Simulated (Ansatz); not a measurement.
## Os-Al random alloys: a few random alloy cells with their mixing energies, step by step

Program: Ansatz 0.2.0, Python API.

Run as a notebook:

```python
from collections import Counter
import warnings

import ansatz as az
import numpy as np
from tabulate import tabulate
```

```python
def fcc(first, a):
    return (
        az.Lattice.fcc(a)
        .space_group(225)
        .atom(first, [0, 0, 0])
        .primitive()
    )
```

```python
A_FIRST, A_LAST = 3.82, 4.05
```

```python
def solve(name, crystal):
    calc = (
        crystal.calculation()
        .functional(az.Functional.LDA)
        .basis(520)
        .kpoints(spacing=0.39)
        .occupations("cold", width=0.05)
        .band_table()
    )
    calc = calc.relax(force_tolerance=0.01, max_steps=40, cell=True)
    return calc.run(threads=1)
```

```python
def relaxed_twice(name, crystal):
    # the second pass draws mesh and plane waves anew for the relaxed cell
    first = solve(name, crystal)
    again = az.Crystal(lattice=az.Lattice.of(first.lattice.cell_ang))
    for site in first.report["lattice"]["sites"]:
        again = again.atom(site["symbol"], site["position_frac"])
    return solve(name, again)
```

```python
def volume_per_atom(outcome):
    return abs(np.linalg.det(outcome.lattice.cell_ang)) / len(outcome.lattice.sites)
```

```python
def counts(outcome):
    return Counter(site.symbol for site in outcome.lattice.sites)
```

```python
warnings.simplefilter("ignore", az.DeckWarning)
```

```python
phases = {"Os": fcc("Os", A_FIRST), "Al": fcc("Al", A_LAST)}
for k in [5]:
    a = A_FIRST + (A_LAST - A_FIRST) * k / 8
    supercell = fcc("Os", a).supercell(2).resolved()
    for seed in [64, 78]:
        drawn = supercell.site_disorder().occupy("Os", Os=8 - k, Al=k).random(seed=seed)
        phases[f"Os{8 - k}Al{k} seed {seed}"] = drawn.crystal
```

```python
done = {name: relaxed_twice(name, crystal) for name, crystal in phases.items()}
```

    

```python
# mixing quantities against the straight line between the end members, both on this lattice
x = {name: counts(o)["Al"] / (counts(o)["Os"] + counts(o)["Al"]) for name, o in done.items()}
first, last = min(x, key=x.get), max(x, key=x.get)
energy = {name: o.report["energy_sigma0_ev"] / len(o.lattice.sites) for name, o in done.items()}
volume = {name: volume_per_atom(o) for name, o in done.items()}
rows = []
for name in sorted(done, key=x.get):
    line = lambda table: (1 - x[name]) * table[first] + x[name] * table[last]
    rows.append((name, x[name], 1000 * (energy[name] - line(energy)), volume[name], 100 * (volume[name] / line(volume) - 1)))
print(tabulate(rows, headers=["cell", "x(Al)", "E_mix (meV/atom)", "V (A^3/atom)", "excess V (%)"], floatfmt=".4f", tablefmt="psql"))
```

    +----------------+---------+--------------------+----------------+----------------+
    | cell           |   x(Al) |   E_mix (meV/atom) |   V (A^3/atom) |   excess V (%) |
    |----------------+---------+--------------------+----------------+----------------|
    | Os             |  0.0000 |             0.0000 |        13.7401 |         0.0000 |
    | Os3Al5 seed 64 |  0.6250 |          -155.8621 |        13.8954 |        -7.6656 |
    | Os3Al5 seed 78 |  0.6250 |          -155.8621 |        13.8953 |        -7.6656 |
    | Al             |  1.0000 |             0.0000 |        15.8343 |         0.0000 |
    +----------------+---------+--------------------+----------------+----------------+

Notes:
- The settings weren't tested for convergence.
- The run is spin-unpolarised.
- For the metals among these phases the mesh is modest: differences between phases can be off by up to 40 meV an atom.
- Spin-orbit coupling, which matters for elements this heavy, is left out.
- Cells of eight mixed sites are far from the random limit, and both end members stand on the same lattice, which need not be their own. Differences under about 40 meV an atom lie within the error of mesh and functional.
- The cells are prototypes set up for this calculation and needn't exist.
- It ran for 93 s on 1 thread of Arm Neoverse V1, with other jobs on the host, peak memory 0.5 GiB.

(Lines on the test bed's own set-up are left out of the output.)
